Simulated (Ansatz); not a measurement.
Hf2Pd2Se2Br2O3:

```
Hf Pd Se Br O
1.0
     5.76069    0.00496   -0.00286
    -0.52750    5.84664    0.03413
    -1.48435   -0.92642    6.64586
Hf Pd Se Br O
2 2 2 2 3
Direct
  0.74540 0.39602 0.34989
  0.28763 0.45322 0.59401
  0.90854 0.13294 0.84849
  0.25249 0.90323 0.35874
  0.63469 0.40355 0.93716
  0.62597 0.78174 0.53023
  0.85273 0.99089 0.15355
  0.22526 0.82084 0.86223
  0.96040 0.28925 0.59026
  0.43233 0.24524 0.40864
  0.07457 0.58308 0.36682
```

The cell was built by a generator and needn't be a form met in nature.

Base run:

| Item | Value |
| --- | --- |
| Program | Ansatz 0.2.0 |
| Functional | PBE |
| Potentials or basis | JTH PAW |
| Cutoff | 1380 eV |
| Density cutoff | 8280 eV |
| k mesh | 5 × 5 × 4 |
| Occupations | fermi-dirac, width 0.05 eV |
| Spin | no spin polarisation |

Its results: band gap on the k mesh 0.20 eV, indirect (least direct gap 0.46 eV); pressure -0.5 GPa; largest force 0.142 eV/Å.

Q: The run is repeated on the same cell with these changes: potentials or basis from JTH PAW to Ansatz PAW earlier set; cutoff from 1380 eV to 900 eV; density cutoff from 8280 eV to 3600 eV; valence electrons from 104 to 172. What comes out?

A: Band gap on the k mesh 0.22 eV, indirect (least direct gap 0.47 eV); pressure 0.0 GPa; largest force 0.010 eV/Å.

Caveats: odd divisions of the mesh miss points on the zone boundary, where band edges often lie, so the gap on the mesh can be too wide; spin-orbit coupling is left out, which moves the levels of the heavy elements.

A k mesh can miss the band edges.

Not every run made on this cell is shown here.
